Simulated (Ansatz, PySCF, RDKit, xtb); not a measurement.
# SiPNH5O: a search for the lowest isomer, part 2 of 2

Given the formula SiPNH5O (odd number of electrons) and nothing else, which arrangement of the atoms is the most stable in the gas at 298.15 K, and what are its properties?

xtb, Ansatz and PySCF; isolated molecules.

### 12 c663c at CCSD(T)/def2-SVP

input.yaml

```yaml
crystal:
  periodic: [false, false, false]
  atoms:
    - {symbol: "N", position_ang: [1.749716, -0.276640, -1.440224]}
    - {symbol: O, position_ang: [-0.949278, -1.146218, -0.856996]}
    - {symbol: P, position_ang: [-2.297635, -0.320890, -1.348412]}
    - {symbol: Si, position_ang: [0.561466, -0.689886, -0.268834]}
    - {symbol: H, position_ang: [0.366260, 0.513511, 0.578752]}
    - {symbol: H, position_ang: [1.042243, -1.878095, 0.467128]}
    - {symbol: H, position_ang: [1.738319, 0.628472, -1.894647]}
    - {symbol: H, position_ang: [-1.949879, 0.996722, -0.864625]}
    - {symbol: H, position_ang: [2.150267, -0.983833, -2.044930]}
basis:
  gaussian:
    orbitals: def2-SVP
magnetization:
  spin_polarized: true
  initial_magnetization: 1
correlation:
  method: ccsd_t
  frozen_orbitals: {P: 5, Si: 5, "N": 1, H: 0, O: 1}
scf:
  omitted_lower_state_checks: [cluster_reference]
```

Run with:

```console
$ ansatz run input.yaml --threads 2 --pin off --max-ram 4350MiB --events-out events.jsonl --progress --plain --runs-dir runs
```

The program printed, shortened:

```text
Warning: RAYON_NUM_THREADS=2 ignored (pool sized by the plan → 2); use --threads N
Functional definition: HF
  name "HF"
[...]
854 factors; integrals over basis functions are off by at most 1.2e-3 eV
[...]
mean field -20725.56525150 eV, -761.6504747001 hartree, gradient 2.1e-6 eV, S^2 0.766483; 0 other end points of the search recorded, 0 dependent functions left out
12 core orbitals not correlated: weight in the atoms' cores, before any rotation towards them, 1.000 or more for the frozen orbitals, at most 0.000 for the correlated occupied ones
reference -20725.56525150 eV, -761.6504747001 hartree; 13, 12 occupied and 64, 65 virtual orbitals, 854 factors
second order -14.91091160 eV of doubles, -0.00000000 eV of singles
cycle   1  -15.59073436 eV  change   -6.8e-1 eV  update   1.0e-1
[...]
cycle  10  -16.18478364 eV  change    2.1e-5 eV  update   2.5e-5
perturbative correction -0.40663548 eV, -0.0149435784 hartree
Total energy: -20742.15667063 eV, -762.2601981070 hartree
Checks for a lower state left out: cluster_reference
```

Run time: 12 s. Hardware: 2 threads of Arm Neoverse V1, shared host.

### 13 The ranking

Energies in kcal/mol from c663c; G adds the thermal terms to the CCSD(T)/def2-SVP + MP2/def2-TZVPP - MP2/def2-SVP energy. The columns left of the relaxed level are at the tight-binding geometries.

```tsv
label	SMILES	spin	GFN2-xTB	HF/STO-3G	r2SCAN-D4/def2-SVP	B3LYP/6-31G*	HF/def2-SVP	MP2/def2-SVP	CCSD(T)/def2-SVP + MP2/def2-TZVPP - MP2/def2-SVP	G	share at equilibrium	T1
c663c	N[SiH2]O[PH]	doublet	0.0	0.0	0.0	0.0	0.0	0.0	0.0	0.0	65.8 %	0.015
c938a	N[SiH2]O[PH]	doublet	1.1	-0.2	0.6	-0.2	0.2	0.0	0.5	0.4	32.3 %	0.015
c326c	O[SiH2]N[PH]	doublet	7.1	-3.1	-1.3	3.0	2.9	0.5	1.8	2.3	1.3 %	0.015
c326b	O[SiH2]N[PH]	doublet	6.7	-1.0	-0.4	3.8	3.4	1.2	2.5	2.7	0.7 %	0.015
```

Lowest found: c663c, `N[SiH2]O[PH]`, a doublet of point group C1. Bond lengths: O2–P3 1.656 Å, N1–Si4 1.719 Å, O2–Si4 1.684 Å, Si4–H5 1.485 Å, Si4–H6 1.478 Å, N1–H7 1.013 Å, P3–H8 1.446 Å, N1–H9 1.013 Å. Some angles: P3–O2–Si4 134.4°, N1–Si4–O2 116.6°, O2–P3–H8 99.2°, N1–Si4–H5 106.6°, N1–Si4–H6 107.9°, O2–Si4–H5 107.5°, O2–Si4–H6 104.4°, Si4–N1–H7 120.8°, Si4–N1–H9 120.8°, H5–Si4–H6 114.2°.

```xyz
9

N     1.7497   -0.2766   -1.4402
O    -0.9493   -1.1462   -0.8570
P    -2.2976   -0.3209   -1.3484
Si    0.5615   -0.6899   -0.2688
H     0.3663    0.5135    0.5788
H     1.0422   -1.8781    0.4671
H     1.7383    0.6285   -1.8946
H    -1.9499    0.9967   -0.8646
H     2.1503   -0.9838   -2.0449
```

### 14 Density, orbitals and dipole (PBE0/def2-TZVPD)

Edit input.yaml of step 12 so:

```diff
@@ -3,3 +3,3 @@
   atoms:
-    - {symbol: "N", position_ang: [1.749716, -0.276640, -1.440224]}
+    - {symbol: N, position_ang: [1.749716, -0.276640, -1.440224]}
     - {symbol: O, position_ang: [-0.949278, -1.146218, -0.856996]}
@@ -14,3 +14,3 @@
   gaussian:
-    orbitals: def2-SVP
+    orbitals: def2-TZVPD
 magnetization:
@@ -18,6 +18,6 @@
   initial_magnetization: 1
-correlation:
-  method: ccsd_t
-  frozen_orbitals: {P: 5, Si: 5, "N": 1, H: 0, O: 1}
-scf:
-  omitted_lower_state_checks: [cluster_reference]
+hamiltonian:
+  xc: {name: PBE0}
+output:
+  forces: true
+  orbitals: {seedname: orbitals}
```

Run with:

```console
$ ansatz run input.yaml --threads 2 --pin off --max-ram 4350MiB --events-out events.jsonl --progress --plain --runs-dir runs
```

The program printed, shortened:

```text
Warning: RAYON_NUM_THREADS=2 ignored (pool sized by the plan → 2); use --threads N
Functional definition: PBE0
  name "PBE0"
[...]
1206 factors; their error is unknown
[...]
mean field -20777.49026847 eV, -763.5586838777 hartree, gradient 4.7e-5 eV, S^2 0.757494; 0 other end points of the search recorded, 0 dependent functions left out
[...]
reference -20777.49030617 eV, -763.5586852629 hartree; 25, 24 occupied and 183, 184 virtual orbitals, 1206 factors
[...]
Atom 4 at     0.366260     0.513511     0.578752 Å, force    -0.037503    -0.035651    -0.026888 eV/Å
Atom 5 at     1.042243    -1.878095     0.467128 Å, force    -0.032233    -0.002404    -0.022590 eV/Å
Atom 6 at     1.738319     0.628472    -1.894647 Å, force    -0.001199    -0.214235     0.109249 eV/Å
Atom 7 at    -1.949879     0.996722    -0.864625 Å, force     0.006758    -0.147336    -0.036751 eV/Å
Atom 8 at     2.150267    -0.983833    -2.044930 Å, force    -0.084834     0.169093     0.144439 eV/Å
Dipole moment:     0.298612     0.172009    -0.149487 e Å
```

Run time: 9.6 s. Hardware: 2 threads of Arm Neoverse V1, shared host; peak memory 0.65 GiB.

### 15 Frequencies after a tight-binding relaxation (GFN2-xTB)

start.xyz

```xyz
9
c663c
N      1.749716    -0.276640    -1.440224
O     -0.949278    -1.146218    -0.856996
P     -2.297635    -0.320890    -1.348412
Si     0.561466    -0.689886    -0.268834
H      0.366260     0.513511     0.578752
H      1.042243    -1.878095     0.467128
H      1.738319     0.628472    -1.894647
H     -1.949879     0.996722    -0.864625
H      2.150267    -0.983833    -2.044930
```

Run with:

```console
$ xtb start.xyz --gfn 2 --ohess tight --uhf 1
```

The program printed, shortened:

```text
[...]
         ::                     SUMMARY                     ::
         :::::::::::::::::::::::::::::::::::::::::::::::::::::
         :: total energy             -13.832829907130 Eh    ::
         :: gradient norm              0.000180851189 Eh/a0 ::
         :: HOMO-LUMO gap              3.250504827430 eV    ::
         ::.................................................::
         :: SCC energy               -13.935643136127 Eh    ::
         :: -> isotropic ES            0.050411558385 Eh    ::
         :: -> anisotropic ES         -0.006762462719 Eh    ::
         :: -> anisotropic XC          0.004346955321 Eh    ::
         :: -> dispersion             -0.005359382665 Eh    ::
         :: repulsion energy           0.102813228997 Eh    ::
         :: add. restraining           0.000000000000 Eh    ::
         :: total charge              -0.000000000000 e     ::
         :::::::::::::::::::::::::::::::::::::::::::::::::::::
[...]
          | TOTAL ENERGY              -13.832829907130 Eh   |
          | TOTAL ENTHALPY            -13.771469002643 Eh   |
          | TOTAL FREE ENERGY         -13.811486447652 Eh   |
          | GRADIENT NORM               0.000180902995 Eh/α |
[...]
```

It took 0.28 s on 2 threads of Arm Neoverse V1, shared host.

### 16 The cation at the same geometry (PBE0/def2-TZVPD)

input.yaml

```yaml
basis:
  gaussian:
    orbitals: def2-TZVPD
crystal:
  periodic: [false, false, false]
  atoms:
    - {symbol: "N", position_ang: [1.749716, -0.276640, -1.440224]}
    - {symbol: O, position_ang: [-0.949278, -1.146218, -0.856996]}
    - {symbol: P, position_ang: [-2.297635, -0.320890, -1.348412]}
    - {symbol: Si, position_ang: [0.561466, -0.689886, -0.268834]}
    - {symbol: H, position_ang: [0.366260, 0.513511, 0.578752]}
    - {symbol: H, position_ang: [1.042243, -1.878095, 0.467128]}
    - {symbol: H, position_ang: [1.738319, 0.628472, -1.894647]}
    - {symbol: H, position_ang: [-1.949879, 0.996722, -0.864625]}
    - {symbol: H, position_ang: [2.150267, -0.983833, -2.044930]}
total_charge: 1
hamiltonian:
  xc: {name: PBE0}
```

Run with:

```console
$ ansatz run input.yaml --threads 2 --pin off --max-ram 4350MiB --events-out events.jsonl --progress --plain --runs-dir runs
```

The program printed, shortened:

```text
Warning: RAYON_NUM_THREADS=2 ignored (pool sized by the plan → 2); use --threads N
[... 2 set-up lines as earlier in the session ...]
[...]
1206 factors; their error is unknown
[...]
mean field -20769.16174208 eV, -763.2526161780 hartree, gradient 2.3e-5 eV, S^2 0.000000; 0 other end points of the search recorded, 0 dependent functions left out
reference -20769.16177857 eV, -763.2526175190 hartree; 24, 24 occupied and 184, 184 virtual orbitals, 1206 factors
Total energy: -20769.16177857 eV, -763.2526175190 hartree
```

Run time: 4.2 s. Hardware: 2 threads of Arm Neoverse V1, shared host.

Difference from the parent: 8.33 eV. Only this spin of the product was run; a higher spin can lie lower.

### 17 The anion at the same geometry (PBE0/def2-TZVPD)

Edit input.yaml of step 16 so:

```diff
@@ -1,4 +1 @@
-basis:
-  gaussian:
-    orbitals: def2-TZVPD
 crystal:
@@ -6,3 +3,3 @@
   atoms:
-    - {symbol: "N", position_ang: [1.749716, -0.276640, -1.440224]}
+    - {symbol: N, position_ang: [1.749716, -0.276640, -1.440224]}
     - {symbol: O, position_ang: [-0.949278, -1.146218, -0.856996]}
@@ -15,4 +12,9 @@
     - {symbol: H, position_ang: [2.150267, -0.983833, -2.044930]}
-total_charge: 1
+basis:
+  gaussian:
+    orbitals: def2-TZVPD
 hamiltonian:
   xc: {name: PBE0}
+scf:
+  lower_state_search: off
+total_charge: -1
```

Run with:

```console
$ ansatz run input.yaml --threads 2 --pin off --max-ram 4350MiB --events-out events.jsonl --progress --plain --runs-dir runs
```

The program printed, shortened:

```text
Warning: RAYON_NUM_THREADS=2 ignored (pool sized by the plan → 2); use --threads N
[... 2 set-up lines as earlier in the session ...]
[...]
1206 factors; their error is unknown
[...]
mean field -20777.93184874 eV, -763.5749116532 hartree, gradient 3.7e-6 eV, S^2 0.000000; 0 other end points of the search recorded, 0 dependent functions left out
reference -20777.93188778 eV, -763.5749130878 hartree; 25, 25 occupied and 183, 183 virtual orbitals, 1206 factors
Total energy: -20777.93188778 eV, -763.5749130878 hartree
Checks for a lower state left out: stability, starts, cluster_reference, orbital_swaps, neighbouring_geometries, increment
```

It took 3 s on 2 threads of Arm Neoverse V1, shared host.

Parent less the species with the added electron: 0.44 eV.

### 18 The quartet at the same geometry (PBE0/def2-TZVPD)

Edit input.yaml of step 17 so:

```diff
@@ -1 +1,3 @@
+basis:
+  gaussian: {orbitals: def2-TZVPD}
 crystal:
@@ -12,9 +14,3 @@
     - {symbol: H, position_ang: [2.150267, -0.983833, -2.044930]}
-basis:
-  gaussian:
-    orbitals: def2-TZVPD
-hamiltonian:
-  xc: {name: PBE0}
-scf:
-  lower_state_search: off
-total_charge: -1
+magnetization: {spin_polarized: true, initial_magnetization: 3}
+hamiltonian: {xc: {name: PBE0}}
```

Run with:

```console
$ ansatz run input.yaml --threads 2 --pin off --max-ram 4350MiB --events-out events.jsonl --progress --plain --runs-dir runs
```

The program printed, shortened:

```text
Warning: RAYON_NUM_THREADS=2 ignored (pool sized by the plan → 2); use --threads N
[... 2 set-up lines as earlier in the session ...]
[...]
1206 factors; their error is unknown
[...]
mean field -20772.46882040 eV, -763.3741490645 hartree, gradient 2.8e-5 eV, S^2 3.754557; 0 other end points of the search recorded, 0 dependent functions left out
reference -20772.46886720 eV, -763.3741507845 hartree; 26, 23 occupied and 182, 185 virtual orbitals, 1206 factors
Total energy: -20772.46886720 eV, -763.3741507845 hartree
```

Wall time 9.6 s (2 threads of Arm Neoverse V1, shared host); peak memory 0.65 GiB.

It lies 5.02 eV above the doublet.

### 19 Stability of the SCF solution (PBE0/def2-SVP)

geometry.xyz

```xyz
9
H5NOPSi
N      1.749716    -0.276640    -1.440224
O     -0.949278    -1.146218    -0.856996
P     -2.297635    -0.320890    -1.348412
Si     0.561466    -0.689886    -0.268834
H      0.366260     0.513511     0.578752
H      1.042243    -1.878095     0.467128
H      1.738319     0.628472    -1.894647
H     -1.949879     0.996722    -0.864625
H      2.150267    -0.983833    -2.044930
```

job.py

```python
# N[SiH2]O[PH]
from pyscf import gto, dft

mol = gto.M(
    atom='geometry.xyz',
    basis='def2-svp',
    max_memory=3100,
    spin=1,
    verbose=3,
)

ks = dft.UKS(mol)
ks.xc = 'pbe0'
ks = ks.density_fit(auxbasis='def2-universal-jkfit')
ks.max_cycle = 100
ks.grids.level = 3
ks.kernel()
if not ks.converged:
    ks = ks.newton().run(ks.mo_coeff, ks.mo_occ)

energy = ks.e_tot
print('Final energy', energy)
mo_i, mo_e, stable_i, stable_e = ks.stability(internal=True, external=True, return_status=True)
print('stable: internal', stable_i, 'external', stable_e)
```

Run with:

```console
$ OMP_NUM_THREADS=2 python job.py
```

The program printed:

```text
WARN: HOMO -0.184833408606459 >= LUMO -0.184833408606459

converged SCF energy = -763.165005384002  <S^2> = 0.7549495  2S+1 = 2.0049434
Final energy -763.1650053840016
<class 'pyscf.df.df_jk.DFUKS'> wavefunction is stable in the internal stability analysis
<class 'pyscf.df.df_jk.DFUKS'> wavefunction is stable in the real -> complex stability analysis
<class 'pyscf.df.df_jk.DFUKS'> wavefunction has an UHF/UKS -> GHF/GKS instability
stable: internal True external False
```

Wall time 94 s (2 threads of Arm Neoverse V1, shared host).

The stability test raises a flag; for an open shell a flag towards a general spinor solution can be the free rotation of the spin.

### 20 What came out

This closing draws on all 2 parts.

```
                                               quantity                                                                                  value
                                 lowest structure found                                                              N[SiH2]O[PH], doublet, C1
                                          next finalist                                        N[SiH2]O[PH], doublet, 0.4 kcal/mol higher in G
              share at equilibrium, among the finalists                                                                                 65.8 %
                                                 funnel  289 starts, 164 minima at GFN2-xTB, 17 screening runs, 1 rescued, 6 relaxed, 4 ranked
                                   CPU time of all runs                                                                                 85 min
harmonic wavenumbers, lowest and highest (B3LYP/6-31G*)                                                                       42 and 3656 cm⁻¹
                    rotational constants, same geometry                                                           0.417, 0.07109, 0.06585 cm⁻¹
                        dipole moment (PBE0/def2-TZVPD)                                                                                 1.80 D
   HOMO energy (highest over α and β) (PBE0/def2-TZVPD)                                                                               -6.05 eV
    LUMO energy (lowest over α and β) (PBE0/def2-TZVPD)                                                                               -2.27 eV
     vertical ionisation energy (to the singlet cation)                                                                                8.33 eV
                             vertical electron affinity                                                                                0.44 eV
                          vertical quartet less doublet                                                                               +5.02 eV
```

What this shows: The lowest structure found is `N[SiH2]O[PH]`. The next finalist is drawn with the same bonds. At 0.4 kcal/mol the two aren't resolved. B3LYP/6-31G*, HF/def2-SVP and MP2/def2-SVP already put its bonding pattern lowest among the structures in one piece; GFN2-xTB favours the doublet N[P]O[SiH3] (c935a, not a finalist); HF/STO-3G and r2SCAN-D4/def2-SVP favour the doublet O[SiH2]N[PH]. The largest share of the time went into rescue (33 %). 7 minima inside the window were never screened. The stability test raises a flag; for an open shell a flag towards a general spinor solution can be the free rotation of the spin. Lowest found is not proven lowest: the search is finite, and each finalist counts with one conformer. Patterns outside the rules of the enumeration were met only by chance.
